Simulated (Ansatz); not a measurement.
**Cl₂GeH₄Si: small, medium and large basis sets**

How large a basis does Cl₂GeH₄Si need? Two functionals are run in growing sets.

The runs use Ansatz 0.2.0, Gaussian basis; one geometry, several basis sets.

Plan: PBE0-D4/def2-SVP; ωB97M-V/def2-SVP; PBE0-D4/def2-QZVPP; ωB97M-V/def2-QZVPP; the functionals' def2-TZVPP values are taken from earlier runs.

### 1 The geometry

All runs share one geometry, relaxed beforehand with PBE0-D4 in a triple-zeta def2 set.

SMILES `Cl[SiH](Cl)[GeH3]`, 8 atoms, charge 0, spin multiplicity 1.

Atoms are counted from 1 here; the program's logs count them from 0.

Bond lengths: Cl1–Si2 2.052 Å, Si2–Cl3 2.052 Å, Si2–Ge4 2.375 Å, Si2–H5 1.480 Å, Ge4–H6 1.536 Å, Ge4–H7 1.534 Å, Ge4–H8 1.536 Å. Angles: Cl1–Si2–Cl3 109.1°, Cl1–Si2–Ge4 109.3°, Cl1–Si2–H5 107.2°, Cl3–Si2–Ge4 109.3°, Cl3–Si2–H5 107.2°, Ge4–Si2–H5 114.7°, Si2–Ge4–H6 109.6°, Si2–Ge4–H7 108.8°, Si2–Ge4–H8 109.6°, H6–Ge4–H7 109.7°, H6–Ge4–H8 109.5°, H7–Ge4–H8 109.7°.

### 2 PBE0-D4 in def2-SVP

Input file in.yaml:

```yaml
crystal:
  periodic: [false, false, false]
  atoms:
    - {symbol: Cl, position_ang: [1.525166, -1.984432, 0.818375]}
    - {symbol: Si, position_ang: [1.094980, -0.039675, 0.326058]}
    - {symbol: Cl, position_ang: [2.242578, 0.517010, -1.281073]}
    - {symbol: Ge, position_ang: [-1.201931, 0.135106, -0.252902]}
    - {symbol: H, position_ang: [1.509205, 0.802434, 1.470983]}
    - {symbol: H, position_ang: [-1.526794, 1.586463, -0.635409]}
    - {symbol: H, position_ang: [-1.482189, -0.788817, -1.444893]}
    - {symbol: H, position_ang: [-2.068816, -0.285189, 0.942960]}
basis:
  gaussian: {orbitals: def2-SVP}
hamiltonian: {xc: pbe0, dispersion: d4}
output: {orbitals: {seedname: orbitals}}
```

After this run come: ωB97M-V in def2-SVP; PBE0-D4 in def2-QZVPP; ωB97M-V in def2-QZVPP.

Before running them: what should the planned runs give, taken together? Wanted: PBE0-D4: double and triple zeta above quadruple; ωB97M-V: double and triple zeta above quadruple.

The runs gave:

| quantity | value |
| --- | --- |
| PBE0-D4: double and triple zeta above quadruple | 20.92, 2.23 eV |
| ωB97M-V: double and triple zeta above quadruple | 20.75, 2.15 eV |

PBE0-D4 gains 18.69 eV from double to triple zeta, then 2.23 eV more. These are total energies; as a rule much of such shifts cancels in differences, which this series doesn't test. The LUMO of ωB97M-V is positive and keeps falling with the basis (1.84 to 1.24 eV): an unbound level that the basis holds in place.
